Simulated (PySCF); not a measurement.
# FeP: from the state search to spectroscopic constants

The task here is to estimate one member of a computed series from the others.

The runs use PySCF 2.14.0; Fe def2-TZVPP, P def2-TZVPP, no relativity.

The first run:

Settings of the job:

```json
{
  "atoms": "Fe, P",
  "charge": "0",
  "basis": "Fe def2-TZVPP, P def2-TZVPP",
  "Hamiltonian": "no relativity",
  "basis functions": "106",
  "electrons treated": "41",
  "masses in u": "55.9349, 30.9738",
  "levels": "PBE0, PBE, r²SCAN, revPBE, r²SCAN0, M06, BP86, CAM-B3LYP, HF, MP2, SCS-MP2, CCSD, CCSD(T)",
  "grid": "80 radial by 434 angular points",
  "occupations": "held fixed by the projection of orbital angular momentum",
  "dissociation limit": "Fe + P, each in its ground configuration",
  "starting distance in angstrom": "2.190",
  "values of 2S to try": "1, 3, 5, 7, 9"
}
```

Run with:

```bash
> OMP_NUM_THREADS=2 python dia.py task.json out
```

Among the steps run: Set-up; PBE0 along the bond; Other states along the same grid; PBE (GGA); r²SCAN (meta-GGA); revPBE (GGA); r²SCAN0 (hybrid meta-GGA); M06 (hybrid meta-GGA); BP86 (GGA); CAM-B3LYP; ROHF (mean field); Adding correlation.

One of the session's tables, all rows but one given; the rest of the session is left out.

Energy (eV) from each level's lowest point:

| R (Å) | ROHF | ROHF-MP2 | ROHF-SCS-MP2 | ROHF-CCSD | ROHF-CCSD(T) |
| --- | --- | --- | --- | --- | --- |
| 1.798 | 2.077 | 0.387 | 0.540 | n/a | n/a |
| 1.882 | 1.325 | 0.090 | 0.176 | 0.349 | 0.358 |
| 1.966 | 0.802 | 0.000 | 0.029 | 0.097 | 0.090 |
| 2.028 | 0.521 | 0.008 | 0.000 | 0.014 | 0.006 |
| 2.091 | ? | ? | ? | ? | ? |
| 2.154 | 0.172 | 0.129 | 0.061 | 0.035 | 0.053 |
| 2.237 | 0.055 | 0.255 | 0.155 | 0.137 | 0.190 |
| 2.342 | 0.000 | 0.441 | 0.306 | 0.316 | 0.428 |
| 2.467 | 0.030 | 0.690 | 0.520 | 0.566 | 0.751 |
| 2.635 | 0.174 | 1.042 | 0.834 | n/a | n/a |

Q: Estimate the row for R (Å) = 2.091 from the others.

Worked estimate for «ROHF». A straight line through the neighbours (2.028, 0.521) and (2.154, 0.172) gives 0.521 + (0.172 − 0.521) × (2.091 − 2.028) / (2.154 − 2.028) = 0.346; a parabola fitted to 4 rows on both sides gives 0.317.

The run gave: ROHF: 0.316; ROHF-MP2: 0.055; ROHF-SCS-MP2: 0.015; ROHF-CCSD: 0.000; ROHF-CCSD(T): 0.000. In «ROHF» the line misses by +0.030 and the parabola by +0.001.
